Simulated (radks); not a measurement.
# Ni³⁺ in [Ar] 3d7: an all-electron calculation

The task here is to estimate one member of a computed series from the others.

The numbers are computed with radks (a radial shooting solver on a logarithmic mesh, Libxc functionals) version 1 (scalar-relativistic Kohn-Sham, revPBE, spin-polarised, spherical densities, finite nucleus; open shells are filled with parallel spins first), except any that are marked as measured or tabulated.

## The system

```
element            : nickel (Z = 28)
charge             : +3
electrons          : 25
configuration      : [Ar] 3d7
nuclear rms radius : 3.7757 fm
```

The outer shells:

Ni³⁺
```
[Ar] core
3d [↑↓][↑↓][↑ ][↑ ][↑ ]
```

Set-up of the first run:

Input:

```text
Z 28
configuration [Ar] 3d7
relativity scalar-relativistic
functional pbe_r,pbe
spin polarised
nucleus finite rms 3.7757 fm
c 137.035999084
```

Launch:

```sh
> python run_ks.py task.json out
```

The same process makes all the runs of this session.

One of the session's tables, all rows but one given; the rest of the session is left out.

It belongs to the step «Orbitals and density». Sizes of the orbitals, from the radial functions (bohr):

```
  level      <r>  outermost maximum (interpolated)  90 % within  nodes
1s down  0.05408                            0.0354       0.0966      0
  1s up  0.05408                            0.0354       0.0966      0
  2s up   0.2450                             0.205        0.379      1
2s down        ?                                 ?            ?      ?
  2p up   0.2154                             0.165        0.353      0
2p down   0.2151                             0.165        0.352      0
  3s up   0.7345                             0.638         1.10      2
3s down   0.7366                             0.639         1.10      2
  3p up   0.7678                             0.645         1.18      1
3p down   0.7714                             0.646         1.19      1
  3d up   0.8871                             0.618         1.49      0
3d down   0.9088                             0.624         1.54      0
```

**Question.** Estimate the row for 2s down.

The run gave: <r>: 0.2447; outermost maximum (interpolated): 0.204; 90 % within: 0.379; nodes: 1. In the column «<r>» it lies between 2p up (0.2154) and 2s up (0.2450).

To keep in mind: Open shells are spherical and high-spin; term and fine-structure splittings are not resolved.
